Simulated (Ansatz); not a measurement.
# ZnHO radical (SMILES [O][ZnH]): one structure at several levels

A test off equilibrium: a structure displaced at random from a GFN2-xTB minimum is computed at several levels, and each is set against CCSD(T).

Computed with Ansatz 0.2.0, Gaussian basis. Level: single points in def2-TZVPP.

Correlated methods freeze the cores. The 3s and 3p shells of Cu and Zn are frozen; filled d shells are correlated. Orbitals are unrestricted. B3LYP uses VWN-RPA correlation.

## (1) The starting structure

SMILES `[O][ZnH]`, 3 atoms, charge 0, spin multiplicity 2.

Atoms are counted from 1 here; the program's logs count them from 0.

Bond lengths: O1–Zn2 1.675 Å, Zn2–H3 1.479 Å. Angles: O1–Zn2–H3 140.6°.

As a file:

```
atom     x (Å)     y (Å)     z (Å)
  O1  -1.24710   0.67880  -0.57120
 Zn2   0.22670   0.28820   0.12310
  H3   1.03750  -0.89110   0.49670
```

## (2) CCSD(T)/def2-TZVPP

The input, run/in.yaml:

```yaml
crystal:
  periodic: [false, false, false]
  atoms:
    - {symbol: O, position_ang: [-1.247100, 0.678800, -0.571200]}
    - {symbol: Zn, position_ang: [0.226700, 0.288200, 0.123100]}
    - {symbol: H, position_ang: [1.037500, -0.891100, 0.496700]}
basis:
  gaussian: {orbitals: def2-TZVPP}
magnetization: {spin_polarized: true, initial_magnetization: 1}
correlation: {method: ccsd_t, frozen_orbitals: {H: 0, O: 1, Zn: 9}}
scf: {omitted_lower_state_checks: [cluster_reference]}
output: {forces: true}
```

No record of the launch command was kept for these runs.

## (3) PBE0-D4/def2-TZVPP

Edit run/in.yaml of step 2 so:

```diff
@@ -9,4 +9,3 @@
 magnetization: {spin_polarized: true, initial_magnetization: 1}
-correlation: {method: ccsd_t, frozen_orbitals: {H: 0, O: 1, Zn: 9}}
-scf: {omitted_lower_state_checks: [cluster_reference]}
-output: {forces: true}
+hamiltonian: {xc: pbe0, dispersion: d4}
+output: {forces: true, orbitals: {seedname: orbitals}}
```

## (4) wB97M-V/def2-TZVPP

Edit run/in.yaml of step 3 so:

```diff
@@ -9,3 +9,3 @@
 magnetization: {spin_polarized: true, initial_magnetization: 1}
-hamiltonian: {xc: pbe0, dispersion: d4}
-output: {forces: true, orbitals: {seedname: orbitals}}
+hamiltonian: {xc: {name: wB97M-V}}
+output: {forces: true}
```

## (5) r2SCAN-D4/def2-TZVPP

Edit run/in.yaml of step 4 so:

```diff
@@ -9,3 +9,3 @@
 magnetization: {spin_polarized: true, initial_magnetization: 1}
-hamiltonian: {xc: {name: wB97M-V}}
+hamiltonian: {xc: r2scan, dispersion: d4}
 output: {forces: true}
```

## (6) PBE-D4/def2-TZVPP

Edit run/in.yaml of step 5 so:

```diff
@@ -9,3 +9,3 @@
 magnetization: {spin_polarized: true, initial_magnetization: 1}
-hamiltonian: {xc: r2scan, dispersion: d4}
+hamiltonian: {xc: pbe, dispersion: d4}
 output: {forces: true}
```

## (7) B3LYP-D4/def2-TZVPP

Edit run/in.yaml of step 6 so:

```diff
@@ -9,3 +9,3 @@
 magnetization: {spin_polarized: true, initial_magnetization: 1}
-hamiltonian: {xc: pbe, dispersion: d4}
+hamiltonian: {xc: {name: B3LYP}, dispersion: d4}
 output: {forces: true}
```

## (8) r2SCAN0-D4/def2-TZVPP

Edit run/in.yaml of step 7 so:

```diff
@@ -9,3 +9,3 @@
 magnetization: {spin_polarized: true, initial_magnetization: 1}
-hamiltonian: {xc: {name: B3LYP}, dispersion: d4}
+hamiltonian: {xc: {name: r2SCAN0}, dispersion: d4}
 output: {forces: true}
```

(Steps that only read results are left out.)

Q: Predict the outcome of this session. Wanted: energy less free atoms, CCSD(T)/def2-TZVPP; RMS force component; RMS force error; HOMO and LUMO, PBE0-D4; T1 diagnostic.

As calculated:

| quantity | value |
| --- | --- |
| energy less free atoms, CCSD(T)/def2-TZVPP | -92.7 kcal/mol |
| RMS force component | 1.332 to 1.631 eV/Å over the methods |
| RMS force error | PBE0-D4 0.130, wB97M-V 0.037, r2SCAN-D4 0.290, PBE-D4 0.312, B3LYP-D4 0.060, r2SCAN0-D4 0.149 eV/Å |
| HOMO and LUMO, PBE0-D4 | -8.29 and -3.92 eV |
| T1 diagnostic | 0.022 |

**Reading.** Against CCSD(T) the functionals' energies less atoms differ by -13.2 to -2.8 kcal/mol, PBE-D4 by -10.2 kcal/mol. A larger basis would deepen the CCSD(T) value, while the functionals are nearly converged already, so the order here is not reliable. For forces wB97M-V does best and PBE-D4 worst. Frozen-core CCSD(T) forces in triple zeta carry basis errors of their own, and this is one geometry, so small gaps rank nothing.
